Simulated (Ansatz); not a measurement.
# C2H7FOSi: the cost of one run

All numbers below are computed with Ansatz 0.2.0 (RKS revPBE-D4/STO-3G).

**1. The system as given**

Bond lengths: Si1–O2 1.680 Å, O2–H3 1.010 Å, Si1–C4 1.870 Å, C4–H5 1.110 Å, C4–H6 1.110 Å, C4–H7 1.110 Å, Si1–C8 1.869 Å, C8–H9 1.110 Å, C8–H10 1.110 Å, C8–H11 1.110 Å, Si1–F12 1.589 Å. Angles (14 of 19 angles, heavy atoms first): O2–Si1–C4 109.4°, O2–Si1–C8 109.5°, O2–Si1–F12 109.5°, C4–Si1–C8 109.5°, C4–Si1–F12 109.5°, C8–Si1–F12 109.5°, Si1–O2–H3 109.5°, Si1–C4–H5 109.5°, Si1–C4–H6 109.5°, Si1–C4–H7 109.5°, Si1–C8–H9 109.5°, Si1–C8–H10 109.5°, Si1–C8–H11 109.5°, H5–C4–H6 109.4°.

Coordinates:

```xyz
12

Si    0.0000    0.0000    0.0000
O     0.0000    0.0000    1.6800
H    -0.9095   -0.2814    2.0171
C     1.7634    0.0000   -0.6227
H     2.1111   -1.0463   -0.7509
H     1.8119    0.5276   -1.5981
H     2.4154    0.5187    0.1108
C    -0.8808    1.5259   -0.6227
H    -1.9334    1.2723   -0.8671
H    -0.8624    2.3106    0.1622
H    -0.3704    1.9025   -1.5336
F    -0.7489   -1.2974   -0.5295
```

**2. Relaxing the start**

Input file input.yaml:

```yaml
crystal:
  periodic: [false, false, false]
  atoms:
    - { symbol: Si, position_ang: [0.0, 0.0, 0.0] }
    - { symbol: O, position_ang: [0.0, 0.0, 1.68] }
    - { symbol: H, position_ang: [-0.9095, -0.2814, 2.0171] }
    - { symbol: C, position_ang: [1.7634, 0.0, -0.6227] }
    - { symbol: H, position_ang: [2.1111, -1.0463, -0.7509] }
    - { symbol: H, position_ang: [1.8119, 0.5276, -1.5981] }
    - { symbol: H, position_ang: [2.4154, 0.5187, 0.1108] }
    - { symbol: C, position_ang: [-0.8808, 1.5259, -0.6227] }
    - { symbol: H, position_ang: [-1.9334, 1.2723, -0.8671] }
    - { symbol: H, position_ang: [-0.8624, 2.3106, 0.1622] }
    - { symbol: H, position_ang: [-0.3704, 1.9025, -1.5336] }
    - { symbol: F, position_ang: [-0.7489, -1.2974, -0.5295] }
basis:
  gaussian: { orbitals: STO-3G }
hamiltonian:
  xc: revpbe
  dispersion: d4
relax:
  f_tol: 0.02
  max_steps: 40
```

Started as:

```sh
> ansatz run input.yaml --threads 1 --pin off --max-ram 2048MiB --backend cpu --events-out ev --progress --plain --runs-dir out
```

Q: Estimate wall time and peak memory on 1 thread of Intel Xeon Platinum 8488C (Sapphire Rapids), shared host.

About 29 s, with a peak of 0.17 GiB.
